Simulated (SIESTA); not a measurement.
# BiTe under changes of volume

One of the cells (33.855 Å³/atom); the others are scaled copies at fixed shape and fractional positions:

```xyz
2
Lattice="0.0000 3.2350 3.2350 3.2350 0.0000 3.2350 3.2350 3.2350 0.0000" Properties=species:S:1:pos:R:3 pbc="T T T"
Bi    0.0000    0.0000    0.0000
Te    3.2350    3.2350    3.2350
```

- Program: SIESTA 5.4.2
- Functional: LDA
- Potentials or basis: PseudoDojo 0.4 standard (LDA files)
- Basis: DZP (energy shift 0.003 Ry; two zetas on semicore shells)
- Grid cutoff: 500 Ry
- Energy shift: 0.003 Ry
- k mesh: 7 × 7 × 7
- Occupations: fermi-dirac, width 0.05 eV
- Spin: no spin polarisation

```tsv
volume (Å³/atom)	energy over the lowest point (meV/atom)	pressure (GPa)
31.824	?	?
32.501	0.00	0.2
33.178	1.63	-0.9
33.855	7.52	-1.9
34.532	17.18	-2.7
35.209	30.22	-3.5
35.886	46.31	-4.1
```

Problem. What does the run at 31.824 Å³/atom give?

Solution. Energy over the lowest point 3.09 meV/atom; pressure 1.4 GPa.

Worked out: A Birch-Murnaghan fit of order 3 (a polynomial in V^(-2/3)) to the other rows has its minimum at 32.59 Å³/atom with B0 = V·E''(V) = 53 GPa and B' = 4.4. It gives 3.09 meV/atom at 31.824 Å³/atom, against the run's 3.09, and -dE/dV = 1.3 GPa, against 1.4.

Energies are extrapolated to zero smearing.

Caveats: the basis of atomic orbitals isn't converged, which shifts pressures, moduli and gaps.
